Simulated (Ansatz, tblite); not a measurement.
# The cluster H12W5O21: rung by rung

How do method and basis change the picture of the cluster H12W5O21 (singlet)?

Computed with Ansatz 0.2.0, Gaussian basis. Level: as each input shows.

Plan: GFN1-xTB, GFN2-xTB, PBE-D4/def2-TZVP, r2SCAN-D4/def2-TZVP, revPBE-D4/def2-TZVP, r2SCANh-D4/def2-TZVP, LDA/def2-TZVP, PBE+5HF/def2-SVP, PBE+10HF/def2-SVP, PBE+15HF/def2-SVP, PBE+35HF/def2-SVP, PBE+50HF/def2-SVP, PBE-D4/def2-SVP, PBE0-D4/def2-SVP, MP2/def2-SVP, RPA/def2-SVP.

**1. The geometry**

The singlet was relaxed beforehand with PBE-D4/def2-SVP.

38 atoms, charge 0, spin multiplicity 1.

Bond lengths: W1–O10 1.918 Å, W1–O19 2.027 Å, W1–O23 1.761 Å, W1–O25 1.752 Å, W1–O26 2.000 Å, W2–O6 1.905 Å, W2–O7 1.887 Å, W2–O10 1.925 Å, W2–O13 1.857 Å, W2–O14 1.879 Å, W2–O15 2.291 Å, W3–O8 1.918 Å, W3–O9 1.754 Å, W3–O16 2.141 Å, W3–O18 2.196 Å, W3–O19 1.902 Å, W3–O20 1.885 Å, W4–O11 1.766 Å and more. Angles: O10–W1–O19 80.5°, O10–W1–O23 93.5°, O10–W1–O25 98.3°, O10–W1–O26 158.8°, O19–W1–O23 142.2°, O19–W1–O25 111.6°, O19–W1–O26 81.5°, O23–W1–O25 106.2°, O23–W1–O26 93.9°, O25–W1–O26 98.6°, O6–W2–O7 95.4°, O6–W2–O10 82.3°, O6–W2–O13 164.3°, O6–W2–O14 93.3°, O6–W2–O15 85.6°, O7–W2–O10 157.4°, O7–W2–O13 96.5°, O7–W2–O14 98.4° and more.

As a file:

```
W     0.9806   -0.1898    0.3447
W    -2.0514   -2.2295   -0.0084
W    -1.5759    2.5565    0.3047
W     3.1748   -3.1931   -0.0806
W     1.6225    3.2023   -0.1017
O    -2.7721   -0.7329    0.9246
O    -3.5279   -2.4451   -1.1630
O    -2.0169    4.3659   -0.1555
O    -2.3169    1.7323   -1.0552
O    -0.3891   -1.5018    0.6329
O     1.4807   -3.6693   -0.2294
O     3.8621   -3.2282    1.7052
O    -0.9227   -3.4122   -0.8892
O    -2.5674   -3.4478    1.3256
O    -1.6379   -0.7476   -1.7061
O     0.0068    3.4275    1.4532
O     2.0516    4.8346    0.8455
O     0.0911    2.9996   -1.0547
O    -0.5614    1.0344    0.8251
O    -2.8821    2.4499    1.6594
O     3.6099   -1.8343   -1.3217
O     4.0631   -4.5126   -0.7353
O     2.2399   -1.1890    1.0636
O     2.7974    3.4485   -1.3394
O     1.1446   -0.3714   -1.3899
O     2.0115    1.5092    0.5672
H    -2.1637   -0.0705    1.3316
H    -3.5925   -2.0423   -2.0501
H    -1.6640    4.8150   -0.9455
H    -1.9578    0.2031   -1.5388
H     4.5030   -3.9317    1.9219
H     0.0974   -3.5597   -0.6939
H    -2.2856   -4.3830    1.2903
H    -0.6806   -0.6577   -1.9488
H    -0.0905    4.3572    1.7389
H     2.8257    5.3155    0.4912
H    -3.8321    2.2617    1.5489
H     2.9257   -1.1637   -1.5675
```

W takes a core potential in the def2 sets. No spin-orbit coupling is included.

PBE0-D4/def2-TZVP was run before; its log isn't repeated, and its numbers join the tables.

**2. GFN1-xTB**

Tight binding, by tblite at 300 K electronic temperature and without a spin-polarisation term:

```python
tblite.interface.Calculator('GFN1-xTB', numbers, positions, charge=0, uhf=0).singlepoint()
```

Energy -3209.1801 eV, HOMO -10.94 eV, LUMO -6.22 eV; 0.13 s.

**3. GFN2-xTB**

Tight binding, by tblite at 300 K electronic temperature and without a spin-polarisation term:

```python
tblite.interface.Calculator('GFN2-xTB', numbers, positions, charge=0, uhf=0).singlepoint()
```

Energy -2842.3132 eV, HOMO -10.71 eV, LUMO -7.42 eV; 0.29 s.

**4. PBE-D4/def2-TZVP**

start.molden holds the orbitals of an earlier run on this state, given as this run's starting guess.

File in.yaml:

```yaml
crystal:
  periodic: [false, false, false]
  atoms:
    - {symbol: W, position_ang: [0.980609, -0.189775, 0.344700]}
    - {symbol: W, position_ang: [-2.051353, -2.229495, -0.008372]}
    - {symbol: W, position_ang: [-1.575894, 2.556491, 0.304727]}
    - {symbol: W, position_ang: [3.174791, -3.193082, -0.080553]}
    - {symbol: W, position_ang: [1.622473, 3.202349, -0.101740]}
    - {symbol: O, position_ang: [-2.772143, -0.732866, 0.924628]}
    - {symbol: O, position_ang: [-3.527913, -2.445131, -1.162958]}
    - {symbol: O, position_ang: [-2.016910, 4.365859, -0.155476]}
    - {symbol: O, position_ang: [-2.316883, 1.732322, -1.055229]}
    - {symbol: O, position_ang: [-0.389057, -1.501783, 0.632941]}
    - {symbol: O, position_ang: [1.480652, -3.669306, -0.229443]}
    - {symbol: O, position_ang: [3.862087, -3.228218, 1.705200]}
    - {symbol: O, position_ang: [-0.922691, -3.412242, -0.889195]}
    - {symbol: O, position_ang: [-2.567381, -3.447795, 1.325562]}
    - {symbol: O, position_ang: [-1.637868, -0.747572, -1.706127]}
    - {symbol: O, position_ang: [0.006780, 3.427496, 1.453177]}
    - {symbol: O, position_ang: [2.051630, 4.834631, 0.845545]}
    - {symbol: O, position_ang: [0.091074, 2.999600, -1.054720]}
    - {symbol: O, position_ang: [-0.561434, 1.034411, 0.825136]}
    - {symbol: O, position_ang: [-2.882123, 2.449868, 1.659436]}
    - {symbol: O, position_ang: [3.609889, -1.834261, -1.321707]}
    - {symbol: O, position_ang: [4.063122, -4.512611, -0.735261]}
    - {symbol: O, position_ang: [2.239903, -1.188952, 1.063607]}
    - {symbol: O, position_ang: [2.797414, 3.448475, -1.339434]}
    - {symbol: O, position_ang: [1.144638, -0.371407, -1.389854]}
    - {symbol: O, position_ang: [2.011533, 1.509191, 0.567211]}
    - {symbol: H, position_ang: [-2.163660, -0.070511, 1.331557]}
    - {symbol: H, position_ang: [-3.592511, -2.042300, -2.050054]}
    - {symbol: H, position_ang: [-1.663983, 4.815035, -0.945450]}
    - {symbol: H, position_ang: [-1.957796, 0.203089, -1.538822]}
    - {symbol: H, position_ang: [4.503025, -3.931698, 1.921939]}
    - {symbol: H, position_ang: [0.097426, -3.559678, -0.693866]}
    - {symbol: H, position_ang: [-2.285563, -4.383039, 1.290311]}
    - {symbol: H, position_ang: [-0.680639, -0.657721, -1.948794]}
    - {symbol: H, position_ang: [-0.090486, 4.357170, 1.738852]}
    - {symbol: H, position_ang: [2.825670, 5.315478, 0.491165]}
    - {symbol: H, position_ang: [-3.832115, 2.261676, 1.548888]}
    - {symbol: H, position_ang: [2.925677, -1.163708, -1.567505]}
basis:
  gaussian: {orbitals: def2-TZVP, fitting: {mean_field: def2-universal-jkfit}, initial_orbitals: start.molden}
hamiltonian: {xc: pbe, dispersion: d4}
scf: {omitted_lower_state_checks: [starts]}
output: {orbitals: {seedname: orbitals}}
```

On the command line:

```console
$ ansatz run in.yaml --threads 2 --pin off --events-out ev --progress --plain --max-ram 32768MiB --backend cuda --devices 0, --max-vram 18GiB
```

The runs that follow: r2SCAN-D4/def2-TZVP; revPBE-D4/def2-TZVP; r2SCANh-D4/def2-TZVP; LDA/def2-TZVP; PBE+5HF/def2-SVP; PBE+10HF/def2-SVP; PBE+15HF/def2-SVP; PBE+35HF/def2-SVP; PBE+50HF/def2-SVP; PBE-D4/def2-SVP; PBE0-D4/def2-SVP; MP2/def2-SVP; RPA/def2-SVP.

Q: Predict the results of all the runs planned. Wanted: gap in def2-TZVP, named functionals, smallest and largest; gap over the share of exact exchange; correlation energy, MP2/def2-SVP; binding an atom, LDA/def2-TZVP; PBE0 total energy, smallest basis above largest.

**Answer**, as computed:

| quantity | value |
| --- | --- |
| gap in def2-TZVP, named functionals, smallest and largest | 3.26 eV (LDA), 5.42 eV (PBE0-D4) |
| gap over the share of exact exchange | 3.23 eV at 0, 7.62 eV at 0.5 |
| correlation energy, MP2/def2-SVP | -164.21 eV |
| binding an atom, LDA/def2-TZVP | 5.86 eV |
| PBE0 total energy, smallest basis above largest | 54.53 eV (def2-SVP, def2-TZVP) |

In words: Orbital gaps of the named functionals in def2-TZVP span 3.26 eV (LDA) to 5.42 eV (PBE0-D4); exact exchange widens it. Raising the share of exact exchange from 0 to 0.5 moves the HOMO by -3.32 eV and the LUMO by +1.07 eV.
